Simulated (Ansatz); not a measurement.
# SnTe2: the cost of one run

Method: reference: DFT, HSE06, plane waves, PAW, in Ansatz 0.2.0.

2 further runs of the same task are left out: 1 for a known fault of the program, 1 that didn't finish. Runs told in other sessions of the task aren't counted.

## Step 1: Starting point

Symmetry: P4_2/mnm, No. 136, tetragonal system. Conventional cell: a = 6.959 Å, b = 6.959 Å, c = 4.418 Å, α = 90.00°, β = 90.00°, γ = 90.00°. Sn (site symmetry mmm) is surrounded by 6 Te at 2.94 to 2.98 Å. Te (site symmetry m2m) has 3 Sn at 2.94 to 2.98 Å in its first shell of neighbours.

As a file:

```cif
data_structure
_symmetry_space_group_name_H-M 'P 1'
_symmetry_Int_Tables_number 1
_cell_length_a 6.9586
_cell_length_b 6.9586
_cell_length_c 4.4179
_cell_angle_alpha 90.000
_cell_angle_beta 90.000
_cell_angle_gamma 90.000
_cell_volume 213.92
loop_
_atom_site_label
_atom_site_type_symbol
_atom_site_fract_x
_atom_site_fract_y
_atom_site_fract_z
_atom_site_occupancy
Sn1 Sn 0.00000 0.00000 0.00000 1
Sn2 Sn 0.50000 0.50000 0.50000 1
Te1 Te 0.30235 0.30235 0.00000 1
Te2 Te 0.19765 0.80235 0.50000 1
Te3 Te 0.80235 0.19765 0.50000 1
Te4 Te 0.69765 0.69765 0.00000 1
```

## Step 2: Baseline

input.yaml reads:

```yaml
crystal:
  lattice:
    - [6.9585660197, 0.0, 0.0]
    - [0.0, 6.9585660197, 0.0]
    - [0.0, 0.0, 4.4179125098]
  atoms:
    - { symbol: Sn, position: [0.0, 0.0, 0.0] }
    - { symbol: Sn, position: [0.5, 0.5, 0.5] }
    - { symbol: Te, position: [0.3023537661, 0.3023537661, 0.0] }
    - { symbol: Te, position: [0.1976462339, 0.8023537661, 0.5] }
    - { symbol: Te, position: [0.8023537661, 0.1976462339, 0.5] }
    - { symbol: Te, position: [0.6976462339, 0.6976462339, 0.0] }
kpoints:
  mp_grid: { grid: [2, 2, 4] }
hamiltonian:
  xc: hse06
scf:
  occupations: { method: fermi_dirac, width: 0.02 }
  n_extra_bands: 5
output:
  forces: true
  stress: true
  eigenvalues: true
```

On the command line:

```console
$ ansatz run input.yaml --threads 4 --pin off --max-ram 4608MiB --backend cpu --events-out ev --progress --plain --runs-dir out
```

Q: Estimate wall time and peak memory on 4 threads of Arm Neoverse N1, shared host.

About 67 s, with a peak of 2.4 GiB.
